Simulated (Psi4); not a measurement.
# SiHF3 (SMILES F[SiH](F)F): wB97M-V/cc-pVDZ (sweep point 8)

What is the vertical electron affinity of SiHF3 at wB97M-V/cc-pVDZ (sweep point 8)? 

The results are computed with Psi4 1.11.

4 further runs of the same task are left out: 4 set aside as unsound or not needed.

**1. The structure to begin with**

The species is SiHF3 (5 atoms), meant as a singlet with charge 0. SMILES: `F[SiH](F)F`. Geometry: relaxed at PBE0-D4/def2-TZVP.

Bond lengths: F1–Si2 1.573 Å, Si2–F3 1.573 Å, Si2–F4 1.573 Å, Si2–H5 1.461 Å. Angles: F1–Si2–F3 108.3°, F1–Si2–F4 108.3°, F3–Si2–F4 108.3°, F1–Si2–H5 110.7°, F3–Si2–H5 110.7°, F4–Si2–H5 110.7°.

**2. A single-point energy at wB97M-V/cc-pVDZ (sweep point 8)**

Contents of input.dat:

```
memory 1600 MB

molecule {
  0 1
  F     -0.447100    -0.082200     1.491300
  Si     0.040700     0.001700    -0.001800
  F     -0.597100     1.281400    -0.657200
  F     -0.495900    -1.263300    -0.767200
  H      1.499400     0.062400    -0.065100
  units angstrom
  symmetry c1
}

set basis cc-pVDZ
set puream true
set scf_type pk
set dft_radial_points 250
set dft_spherical_points 1202

result, w = energy("wb97m-v", return_wfn=True)
```

The run is started by

```bash
psi4 input.dat output.dat -n 1
```

output.dat, cut to the lines that bear on the results:

```text
[...]
  Running in c1 symmetry.
[...]
  Nuclear repulsion =  188.407850402666924
[...]
  Multiplicity = 1
[...]
  Nalpha       = 21
  Nbeta        = 21
[...]
    Number of basis functions: 65
[...]
   @RKS iter   1:  -589.61174095047261   -5.78780e-01   8.10011e-03 DIIS/ADIIS
[...]
   @RKS iter   7:  -589.70630161227609   -6.89101e-09   2.52210e-07 DIIS
[...]
    Orbital Energies [Eh]
    ---------------------
    Doubly Occupied:
       1A    -66.551986     2A    -24.938477     3A    -24.938476
       4A    -24.938441     5A     -5.570501     6A     -3.885963
       7A     -3.885961     8A     -3.882009     9A     -1.375323
      10A     -1.345861    11A     -1.345826    12A     -0.719480
      13A     -0.632946    14A     -0.632936    15A     -0.623754
      16A     -0.577691    17A     -0.577686    18A     -0.552134
      19A     -0.552113    20A     -0.534731    21A     -0.490741
[...]
  @RKS Final Energy:  -589.70630161227609
   => Energetics <=
    Nuclear Repulsion Energy =            188.4078504026669236
    One-Electron Energy =               -1194.3750208652372748
    Two-Electron Energy =                 455.6086043498646632
    DFT Exchange-Correlation Energy =     -39.5232807407344211
    Empirical Dispersion Energy =           0.0000000000000000
    VV10 Nonlocal Energy =                  0.1755452411640119
    Total Energy =                       -589.7063016122760928
[...]
 Multipole Moments:
 ------------------------------------------------------------------------------------
     Multipole            Electronic (a.u.)      Nuclear  (a.u.)        Total (a.u.)
 ------------------------------------------------------------------------------------
 L = 1.  Multiply by 2.5417464519 to convert [e a0] to [Debye]
 Dipole X            :         -1.7607959            2.2804039            0.5196079
 Dipole Y            :         -0.0732809            0.0949100            0.0216290
 Dipole Z            :          0.0763069           -0.0990473           -0.0227404
 Magnitude           :                                                    0.5205548
[...]
```

Wall time 59 s (1 thread of AMD EPYC 9R45 (Zen 5), shared host); peak memory 1.5 GiB.

**3. The doublet anion, same level**

Contents of calc.dat:

```
memory 1600 MB

molecule {
  -1 2
  F     -0.447100    -0.082200     1.491300
  Si     0.040700     0.001700    -0.001800
  F     -0.597100     1.281400    -0.657200
  F     -0.495900    -1.263300    -0.767200
  H      1.499400     0.062400    -0.065100
  symmetry c1
}

set globals {
  basis cc-pVDZ
  reference uks
  puream true
  scf_type pk
  dft_radial_points 250
  dft_spherical_points 1202
  maxiter 150
}

result, w = energy('wb97m-v', return_wfn=True)
```

The run is started by

```bash
psi4 -i calc.dat -o calc.out -n 1
```

calc.out, cut to the lines that bear on the results:

```text
[...]
  Running in c1 symmetry.
[...]
  Nuclear repulsion =  188.407850402666924
[...]
  Multiplicity = 2
[...]
  Nalpha       = 22
  Nbeta        = 21
[...]
    Number of basis functions: 65
[...]
   @UKS iter   1:  -589.41448051656869   -3.81519e-01   9.72978e-03 DIIS/ADIIS
[...]
   @UKS iter  10:  -589.55472525793948   -1.03953e-07   4.09024e-07 DIIS
[...]
   @S^2 Observed:                7.517147041E-01
[...]
    Orbital Energies [Eh]
    ---------------------
    Alpha Occupied:
       1A    -66.245687     2A    -24.670313     3A    -24.670257
       4A    -24.669761     5A     -5.269471     6A     -3.583966
       7A     -3.583959     8A     -3.579919     9A     -1.112089
      10A     -1.085332    11A     -1.084991    12A     -0.463158
      13A     -0.378419    14A     -0.378261    15A     -0.365696
      16A     -0.322331    17A     -0.322172    18A     -0.297800
      19A     -0.297514    20A     -0.277750    21A     -0.240553
      22A      0.163144
    Alpha Virtual:
      23A      0.357950    24A      0.357969    25A      0.418076
[...]
  @UKS Final Energy:  -589.55472525793948
   => Energetics <=
    Nuclear Repulsion Energy =            188.4078504026669236
    One-Electron Energy =               -1205.5659687492284320
    Two-Electron Energy =                 467.1182183399230894
    DFT Exchange-Correlation Energy =     -39.6924624671657611
    Empirical Dispersion Energy =           0.0000000000000000
    VV10 Nonlocal Energy =                  0.1776372158646665
    Total Energy =                       -589.5547252579394808
[...]
 Multipole Moments:
 ------------------------------------------------------------------------------------
     Multipole            Electronic (a.u.)      Nuclear  (a.u.)        Total (a.u.)
 ------------------------------------------------------------------------------------
 L = 1.  Multiply by 2.5417464519 to convert [e a0] to [Debye]
 Dipole X            :         -2.4397738            2.2804039           -0.1593700
 Dipole Y            :         -0.1020194            0.0949100           -0.0071095
 Dipole Z            :          0.0972506           -0.0990473           -0.0017968
 Magnitude           :                                                    0.1595386
[...]
```

Run time: 1.8 min. Hardware: 1 thread of AMD EPYC 9R45 (Zen 5), shared host; peak memory 1.5 GiB.

**4. Summary of results**

Level: wB97M-V/cc-pVDZ (sweep point 8).

| quantity | value |
| --- | --- |
| singlet SiHF3: total energy | -589.70630 Eh |
| singlet SiHF3: dipole moment | 1.32 D |
| singlet SiHF3: HOMO energy | -13.35 eV |
| singlet SiHF3: LUMO energy | 3.60 eV |
| singlet SiHF3: HOMO–LUMO gap | 16.96 eV |
| doublet anion: total energy | -589.55473 Eh |
| doublet anion: HOMO energy (highest over α and β) | 4.44 eV |
| doublet anion: LUMO energy (lowest over α and β) | 9.74 eV |
| doublet anion: ⟨S²⟩ | 0.752 |
| vertical electron affinity (to the doublet anion) | -4.125 eV |

The anion lies 4.12 eV (95 kcal/mol) above the neutral: the electron isn't bound at this level, and such a value depends on the basis. Without diffuse functions anions come out too high. The HOMO (doublet anion) lies at positive energy, 4.44 eV; only total energies tell whether the electron is bound.
